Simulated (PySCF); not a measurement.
# SMgClH in PySCF: settings compared

Aim: see how the results for SMgClH move with the level of theory and the settings. Levels: PBE, M06-L+D4. Tasks: atomic charges.

All numbers are computed with PySCF 2.14.0; they aren't measurements. Logs are shortened: lines on timing, memory, paths and dates and some standing lists are left out, and cuts for length are marked.

## Step 1: The molecule as given

The cell holds a molecule in a box, 4 atoms: a = 11.000 Å, b = 14.000 Å, c = 10.000 Å, α = 90.00°, β = 90.00°, γ = 90.00°.

## Step 2: Atomic charges, PBE

run.py

```python
import json
import numpy as np
from pyscf.pbc import gto, scf, dft, df
from pyscf.pbc.tools import pyscf_ase
from ase.io import read

atoms = read('MgHSCl.xyz')
cell = pyscf_ase.cell_from_ase(atoms)
cell.basis = 'cc-pvdz'
cell.exp_to_discard = 0
cell.precision = 1e-08
cell.max_memory = 2520  # MB
cell.verbose = 4
cell.build()

res = {}
kpts = cell.make_kpts([1, 1, 1])
mf = dft.KRKS(cell, kpts, xc='pbe')
mf = mf.density_fit()
mf.with_df._cderi_to_save = 'cderi.h5'
mf.with_df.build(j_only=False)
mf.conv_tol = 1e-07
mf.max_cycle = 60

mf.kernel()
res.update(converged=bool(mf.converged), e_tot=mf.e_tot, nelec=cell.nelectron, nao=cell.nao, mesh=list(map(int, cell.mesh)), a=cell.lattice_vectors().tolist(), coords=cell.atom_coords().tolist(),
           mo_energy=[np.real(x).tolist() for x in mf.mo_energy], mo_occ=[np.real(x).tolist() for x in mf.mo_occ])
res.update(kpts=cell.get_scaled_kpts(kpts).tolist())
res['parts'] = {k: float(np.real(v)) for k, v in mf.scf_summary.items() if np.isscalar(v)}
json.dump(res, open('results.json', 'w'))
if not mf.converged:
    raise SystemExit('SCF not converged')

print('levels (eV)')
for i, kp in enumerate(res['kpts'][:40]):
    print('k %7.4f %7.4f %7.4f  ' % tuple(kp), ' '.join('%.3f' % (x * 27.211386) for x in res['mo_energy'][i][:28]))

# Mulliken populations
dm, s = np.asarray(mf.make_rdm1()), np.asarray(mf.get_ovlp())
sites = cell.aoslice_by_atom()[:, 2:]
tot = np.einsum('kij,kji->i', dm, s).real / len(kpts)
res['mulliken'] = [cell.atom_charge(i) - tot[a0:a1].sum() for i, (a0, a1) in enumerate(sites)]
print('Mulliken charges', np.round(res['mulliken'], 5))
res['meta_lowdin'] = mf.mulliken_meta()[1].tolist()

# density on a uniform mesh
grids = dft.gen_grid.UniformGrids(cell)
grids.mesh = [57, 71, 51]
grids.build()
ni = dft.numint.KNumInt()
rho = [ni.get_rho(cell, x, grids, kpts) for x in [dm]]
np.save('rho.npy', np.reshape(rho, (-1, *grids.mesh)))
res['done'] = True
json.dump(res, open('results.json', 'w'))
```

MgHSCl.xyz

```xyz
4
Lattice="11.0000000000 0.0000000000 0.0000000000 0.0000000000 14.0000000000 0.0000000000 0.0000000000 0.0000000000 10.0000000000" Properties=species:S:1:pos:R:3 pbc="T T T"
S      4.9499499500      9.0814999800      4.5926000000
Mg     5.0283500300      6.8530000000      5.0515000000
Cl     5.0803500000      4.7180000000      5.4754000000
H      6.0760499800      9.3240000000      5.2876000000
```

Potentials or basis: cc-pvdz (all-electron).

Launch:

```sh
> OMP_NUM_THREADS=2 python -u run.py > log
```

The program printed:

```text
Discarded 0 diffused primitive functions, 0 contracted functions

PySCF version 2.14.0

[INPUT] verbose = 4
[INPUT] num. atoms = 4
[INPUT] num. electrons = 46
[INPUT] charge = 0
[INPUT] spin (= nelec alpha-beta = 2S) = 0
[INPUT] symmetry False subgroup None
[INPUT] Mole.unit = angstrom
[INPUT] Symbol           X                Y                Z      unit          X                Y                Z       unit  Magmom
[INPUT]  1 S      4.949949950000   9.081499980000   4.592600000000 AA    9.354049735805  17.161547762443   8.678756199678 Bohr   0.0
[INPUT]  2 Mg     5.028350030000   6.853000000000   5.051500000000 AA    9.502204415149  12.950293131644   9.545951518240 Bohr   0.0
[INPUT]  3 Cl     5.080350000000   4.718000000000   5.475400000000 AA    9.600470116934   8.915727855698  10.347006422444 Bohr   0.0
[INPUT]  4 H      6.076049980000   9.324000000000   5.287600000000 AA   11.482070381369  17.619806385445   9.992115856250 Bohr   0.0

nuclear repulsion = 5.85026582595425
number of shells = 18
number of NR pGTOs = 130
number of NR cGTOs = 59
basis = cc-pvdz
ecp = {}
lattice vectors  a1 [20.786987370, 0.000000000, 0.000000000]
                 a2 [0.000000000, 26.456165744, 0.000000000]
                 a3 [0.000000000, 0.000000000, 18.897261246]
dimension = 3
low_dim_ft_type = None
Cell volume = 10392.4
exp_to_discard = 0
rcut = 36.6499426258274 (nimgs = [2 2 2])
precision = 1e-08
pseudo = None
ke_cutoff = 6452218.2542855255
    = [23771 30253 21611] mesh (15541422345493 PWs)

******** <class 'pyscf.pbc.df.df.GDF'> ********
auxbasis = None
exp_to_discard = 0
len(kpts) = 1
ETB for Mg: l = 0, exps = 0.07998 * 2^n , n = 0..17
ETB for Mg: l = 1, exps = 0.08110212820882075 * 2^n , n = 0..14
ETB for Mg: l = 2, exps = 0.08224 * 2^n , n = 0..12
ETB for Mg: l = 3, exps = 0.17537890409054332 * 2^n , n = 0..6
ETB for Mg: l = 4, exps = 0.374 * 2^n , n = 0..0
ETB for Cl: l = 0, exps = 0.3876 * 2^n , n = 0..16
ETB for Cl: l = 1, exps = 0.35437607142695177 * 2^n , n = 0..13
ETB for Cl: l = 2, exps = 0.324 * 2^n , n = 0..11
ETB for Cl: l = 3, exps = 0.6235382907247958 * 2^n , n = 0..5
ETB for Cl: l = 4, exps = 1.2 * 2^n , n = 0..0
ETB for S: l = 0, exps = 0.314 * 2^n , n = 0..16
ETB for S: l = 1, exps = 0.2972534272300321 * 2^n , n = 0..14
ETB for S: l = 2, exps = 0.2814 * 2^n , n = 0..11
ETB for S: l = 3, exps = 0.5192120953906987 * 2^n , n = 0..5
ETB for S: l = 4, exps = 0.958 * 2^n , n = 0..0
ETB for H: l = 0, exps = 0.244 * 2^n , n = 0..6
ETB for H: l = 1, exps = 0.5956307581043813 * 2^n , n = 0..3
ETB for H: l = 2, exps = 1.454 * 2^n , n = 0..0

WARN: Even tempered Gaussians are generated as DF auxbasis for  Mg

Drop 0 primitive fitting functions
make aux basis, num shells = 135, num cGTOs = 433
auxcell.rcut 20.67719831951077

******** <class 'pyscf.pbc.df.rsdf_builder._RSGDFBuilder'> ********
mesh = [29 35 25] (25375 PWs)
ke_cutoff = 7.959659670491334
omega = 0.3440441987779304
exclude_d_aux = True
exclude_dd_block = True
j2c_eig_always = False
has_long_range = True

******** <class 'pyscf.pbc.dft.krks.KRKS'> ********
method = KRKS
initial guess = minao
damping factor = 0
level_shift factor = 0
DIIS = <class 'pyscf.scf.diis.CDIIS'>
diis_start_cycle = 1
diis_space = 8
diis_damp = 0
SCF conv_tol = 1e-07
SCF conv_tol_grad = None
SCF max_cycles = 60
direct_scf = True
direct_scf_tol = 1e-13

******** PBC SCF flags ********
N kpts = 1
Exchange divergence treatment (exxdiv) = ewald
    madelung (= occupied orbital energy shift) = 0.12586611043619791
    Total energy shift due to Ewald probe charge = -1/2 * Nelec*madelung = -2.89492054003
DF object = <pyscf.pbc.df.df.GDF object>
XC functionals = pbe
small_rho_cutoff = 0
radial grids:
    Treutler-Ahlrichs [JCP 102, 346 (1995); DOI:10.1063/1.469408] (M4) radial grids

becke partition: Becke, JCP 88, 2547 (1988); DOI:10.1063/1.454033
pruning grids: <function nwchem_prune>
grids dens level: 3
symmetrized grids: False
atomic radii adjust function: <function treutler_atomic_radii_adjust>
Set gradient conv threshold to 0.000316228

******** <class 'pyscf.pbc.df.rsdf_builder._RSNucBuilder'> ********
mesh = [41 51 37] (77367 PWs)
ke_cutoff = 17.62608876862629
omega = 0.5276831102675794
exclude_d_aux = False
exclude_dd_block = True
j2c_eig_always = False
has_long_range = True
tot grids = 66090
cell vol = 10392.4351  sum(weights) = 10467.6868
nelec by numeric integration = 45.99030066537816
init E= -1058.75988262031
  HOMO = -0.272387947566  LUMO = -0.078018772998  gap/eV = 5.28905
nelec by numeric integration = 46.000000362484
cycle= 1 E= -1058.62994699659  delta_E= 0.13  |g|= 0.445  |ddm|=  1.7
  HOMO = -0.144766725899  LUMO = -0.0543454503887  gap/eV = 2.46049
nelec by numeric integration = 45.99999967316049
cycle= 2 E= -1058.47371161274  delta_E= 0.156  |g|= 0.801  |ddm|= 1.43
  HOMO = -0.208252584726  LUMO = -0.0616427006884  gap/eV = 3.98946
nelec by numeric integration = 46.000000140415466
cycle= 3 E= -1058.70418087901  delta_E= -0.23  |g|= 0.0557  |ddm|= 0.954
  HOMO = -0.207386473155  LUMO = -0.0682499182929  gap/eV = 3.78610
nelec by numeric integration = 46.000000139771885
cycle= 4 E= -1058.7051343291  delta_E= -0.000953  |g|= 0.026  |ddm|= 0.112
  HOMO = -0.209012216496  LUMO = -0.0671733159024  gap/eV = 3.85963
nelec by numeric integration = 46.000000135462386
cycle= 5 E= -1058.70536685617  delta_E= -0.000233  |g|= 0.00685  |ddm|= 0.0348
  HOMO = -0.208059224978  LUMO = -0.0669284382325  gap/eV = 3.84036
nelec by numeric integration = 46.000000137393585
cycle= 6 E= -1058.70538253202  delta_E= -1.57e-05  |g|= 0.00144  |ddm|= 0.00856
  HOMO = -0.208293234253  LUMO = -0.0669372652535  gap/eV = 3.84649
nelec by numeric integration = 46.00000013782223
cycle= 7 E= -1058.70538332347  delta_E= -7.91e-07  |g|= 0.000422  |ddm|= 0.00194
  HOMO = -0.208299471288  LUMO = -0.0669361609224  gap/eV = 3.84669
nelec by numeric integration = 46.00000013788885
cycle= 8 E= -1058.70538338887  delta_E= -6.54e-08  |g|= 5.15e-05  |ddm|= 0.000502
  HOMO = -0.208302568467  LUMO = -0.0669393430615  gap/eV = 3.84669
nelec by numeric integration = 46.00000013791611
Extra cycle  E= -1058.70538338832  delta_E= 5.52e-10  |g|= 6.56e-05  |ddm|= 0.00013
converged SCF energy = -1058.70538338832
levels (eV)
k  0.0000  0.0000  0.0000   -2738.169 -2395.518 -1258.819 -248.349 -208.071 -189.018 -188.922 -188.919 -154.269 -154.140 -154.028 -80.719 -47.896 -47.869 -47.733 -18.797 -17.024 -9.346 -8.146 -6.910 -6.900 -6.779 -5.668 -1.822 -0.592 -0.243 0.491 1.990
Mulliken charges [-0.26886  0.45284 -0.28111  0.09714]
 ** Mulliken pop on meta-lowdin orthogonal AOs **
 ** Mulliken pop  **
pop of  0 S 1s            2.00000
pop of  0 S 2s            1.99975
pop of  0 S 3s            1.80837
pop of  0 S 4s            0.00503
pop of  0 S 2px           1.99987
pop of  0 S 2py           1.99988
pop of  0 S 2pz           1.99990
pop of  0 S 3px           1.44415
pop of  0 S 3py           1.66484
pop of  0 S 3pz           1.75310
pop of  0 S 4px           0.00516
pop of  0 S 4py           0.00183
pop of  0 S 4pz           0.00405
pop of  0 S 3dxy          0.00215
pop of  0 S 3dyz          0.00306
pop of  0 S 3dz^2         0.00262
pop of  0 S 3dxz          0.00497
pop of  0 S 3dx2-y2       0.00668
pop of  1 Mg 1s           2.00000
pop of  1 Mg 2s           1.99973
pop of  1 Mg 3s           0.52477
pop of  1 Mg 4s           0.01125
pop of  1 Mg 2px          1.99974
pop of  1 Mg 2py          1.99982
pop of  1 Mg 2pz          1.99976
pop of  1 Mg 3px          0.04167
pop of  1 Mg 3py          0.01746
pop of  1 Mg 3pz          0.05383
pop of  1 Mg 4px          0.00110
pop of  1 Mg 4py          0.01081
pop of  1 Mg 4pz          0.00133
pop of  1 Mg 3dxy         0.00793
pop of  1 Mg 3dyz         0.00912
pop of  1 Mg 3dz^2        0.00199
pop of  1 Mg 3dxz         0.00028
pop of  1 Mg 3dx2-y2      0.00367
pop of  2 Cl 1s           2.00000
pop of  2 Cl 2s           1.99976
pop of  2 Cl 3s           1.95115
pop of  2 Cl 4s           0.00257
pop of  2 Cl 2px          1.99993
pop of  2 Cl 2py          1.99992
pop of  2 Cl 2pz          1.99993
pop of  2 Cl 3px          1.96523
pop of  2 Cl 3py          1.81665
pop of  2 Cl 3pz          1.96061
pop of  2 Cl 4px          0.00141
pop of  2 Cl 4py          0.00100
pop of  2 Cl 4pz          0.00146
pop of  2 Cl 3dxy         0.00195
pop of  2 Cl 3dyz         0.00230
pop of  2 Cl 3dz^2        0.00126
pop of  2 Cl 3dxz         0.00008
pop of  2 Cl 3dx2-y2      0.00374
pop of  3 H 1s            0.88724
pop of  3 H 2s            0.00826
pop of  3 H 2px           0.00288
pop of  3 H 2py           0.00120
pop of  3 H 2pz           0.00176
 ** Mulliken atomic charges  **
charge of    0S =     -0.70543
charge of    1Mg =      1.31574
charge of    2Cl =     -0.70896
charge of    3H =      0.09865
```

Wall time 23 s (2 threads of Intel Xeon at 2.70GHz, shared host); peak memory 1.9 GiB.

Results:

```
Free energy                     : -28808.8411 eV
Gap between the frontier levels : 3.85 eV
Meta-löwdin charges             : S -0.71; Mg +1.32; Cl -0.71; H +0.10 e
```

Levels at points of the mesh, in eV from the valence-band top:
```
           k point  band 19  band 20  band 21  band 22  band 23  band 24  band 25  band 26
(0.00, 0.00, 0.00)    -2.48    -1.24    -1.23    -1.11     0.00     3.85     5.08     5.43
```

Caveat: this is a molecule in a periodic box at the Γ point, so its band gap is the HOMO-LUMO gap; population charges move with the basis; the basis of atomic orbitals isn't converged, which shifts pressures, moduli and gaps. PBE gaps usually lie below the measured ones, often by a third to a half.

## Step 3: Atomic charges, M06-L+D4

Edit run.py of step 2 so:

```diff
@@ -16,7 +16,11 @@
 res = {}
+from pyscf.dispersion import dftd4
+d = dftd4.DFTD4Dispersion(cell, xc='m06l', atm=True).get_dispersion(grad=True)
+print('dispersion energy = %.10f' % d['energy'])
+res['e_disp'] = float(d['energy'])
+
 kpts = cell.make_kpts([1, 1, 1])
-mf = dft.KRKS(cell, kpts, xc='pbe')
+mf = dft.KRKS(cell, kpts, xc='MGGA_X_M06_L,MGGA_C_M06_L')
 mf = mf.density_fit()
-mf.with_df._cderi_to_save = 'cderi.h5'
-mf.with_df.build(j_only=False)
+mf.with_df._cderi = 'cderi.h5'  # three-centre integrals saved by an earlier run on this cell, basis and mesh
 mf.conv_tol = 1e-07
@@ -44,10 +48,2 @@
 res['meta_lowdin'] = mf.mulliken_meta()[1].tolist()
-
-# density on a uniform mesh
-grids = dft.gen_grid.UniformGrids(cell)
-grids.mesh = [57, 71, 51]
-grids.build()
-ni = dft.numint.KNumInt()
-rho = [ni.get_rho(cell, x, grids, kpts) for x in [dm]]
-np.save('rho.npy', np.reshape(rho, (-1, *grids.mesh)))
 res['done'] = True
```

MgHSCl.xyz is that of step 2.

Potentials or basis: cc-pvdz (all-electron).

Launch:

```sh
> OMP_NUM_THREADS=2 python -u run.py > log
```

The program printed:

```text
Discarded 0 diffused primitive functions, 0 contracted functions

PySCF version 2.14.0

[INPUT] verbose = 4
[INPUT] num. atoms = 4
[INPUT] num. electrons = 46
[INPUT] charge = 0
[INPUT] spin (= nelec alpha-beta = 2S) = 0
[INPUT] symmetry False subgroup None
[INPUT] Mole.unit = angstrom
[INPUT] Symbol           X                Y                Z      unit          X                Y                Z       unit  Magmom
[INPUT]  1 S      4.949949950000   9.081499980000   4.592600000000 AA    9.354049735805  17.161547762443   8.678756199678 Bohr   0.0
[INPUT]  2 Mg     5.028350030000   6.853000000000   5.051500000000 AA    9.502204415149  12.950293131644   9.545951518240 Bohr   0.0
[INPUT]  3 Cl     5.080350000000   4.718000000000   5.475400000000 AA    9.600470116934   8.915727855698  10.347006422444 Bohr   0.0
[INPUT]  4 H      6.076049980000   9.324000000000   5.287600000000 AA   11.482070381369  17.619806385445   9.992115856250 Bohr   0.0

nuclear repulsion = 5.85026582595425
number of shells = 18
number of NR pGTOs = 130
number of NR cGTOs = 59
basis = cc-pvdz
ecp = {}
lattice vectors  a1 [20.786987370, 0.000000000, 0.000000000]
                 a2 [0.000000000, 26.456165744, 0.000000000]
                 a3 [0.000000000, 0.000000000, 18.897261246]
dimension = 3
low_dim_ft_type = None
[... 81 lines left out ...]
converged SCF energy = -1059.19349637351
levels (eV)
k  0.0000  0.0000  0.0000   -2752.001 -2408.323 -1268.153 -254.615 -213.832 -192.104 -192.022 -192.021 -156.983 -156.838 -156.743 -84.998 -49.661 -49.635 -49.499 -19.889 -17.769 -9.645 -8.428 -7.257 -7.249 -6.966 -5.862 -0.913 0.137 0.457 1.121 2.492
Mulliken charges [-0.38101  0.64573 -0.37939  0.11467]
 ** Mulliken pop on meta-lowdin orthogonal AOs **
 ** Mulliken pop  **
pop of  0 S 1s            2.00000
pop of  0 S 2s            1.99993
pop of  0 S 3s            1.80046
pop of  0 S 4s            0.00510
pop of  0 S 2px           1.99994
pop of  0 S 2py           1.99995
pop of  0 S 2pz           1.99996
pop of  0 S 3px           1.45087
pop of  0 S 3py           1.71339
pop of  0 S 3pz           1.76309
pop of  0 S 4px           0.00456
pop of  0 S 4py           0.00223
pop of  0 S 4pz           0.00426
pop of  0 S 3dxy          0.00249
pop of  0 S 3dyz          0.00346
pop of  0 S 3dz^2         0.00287
pop of  0 S 3dxz          0.00474
[... 27 lines left out ...]
pop of  2 Cl 3py          1.84826
pop of  2 Cl 3pz          1.96869
pop of  2 Cl 4px          0.00172
pop of  2 Cl 4py          0.00114
pop of  2 Cl 4pz          0.00174
pop of  2 Cl 3dxy         0.00219
pop of  2 Cl 3dyz         0.00254
pop of  2 Cl 3dz^2        0.00134
pop of  2 Cl 3dxz         0.00009
pop of  2 Cl 3dx2-y2      0.00396
pop of  3 H 1s            0.88654
pop of  3 H 2s            0.00987
pop of  3 H 2px           0.00292
pop of  3 H 2py           0.00128
pop of  3 H 2pz           0.00179
 ** Mulliken atomic charges  **
charge of    0S =     -0.76419
charge of    1Mg =      1.42260
charge of    2Cl =     -0.75601
charge of    3H =      0.09760
```

It took 14 s on 2 threads of Intel Xeon at 2.70GHz, shared host; peak memory 1.9 GiB.

Results:

```yaml
Free_energy: -28822.1301 eV
Gap_between_the_frontier_levels: 4.95 eV
Meta-löwdin_charges: S -0.76; Mg +1.42; Cl -0.76; H +0.10 e
Dispersion_energy_per_atom: -0.002 eV
```

Caveat: this is a molecule in a periodic box at the Γ point, so its band gap is the HOMO-LUMO gap; the energy listed adds the dispersion energy to the SCF energy of the log; population charges move with the basis; the basis of atomic orbitals isn't converged, which shifts pressures, moduli and gaps.
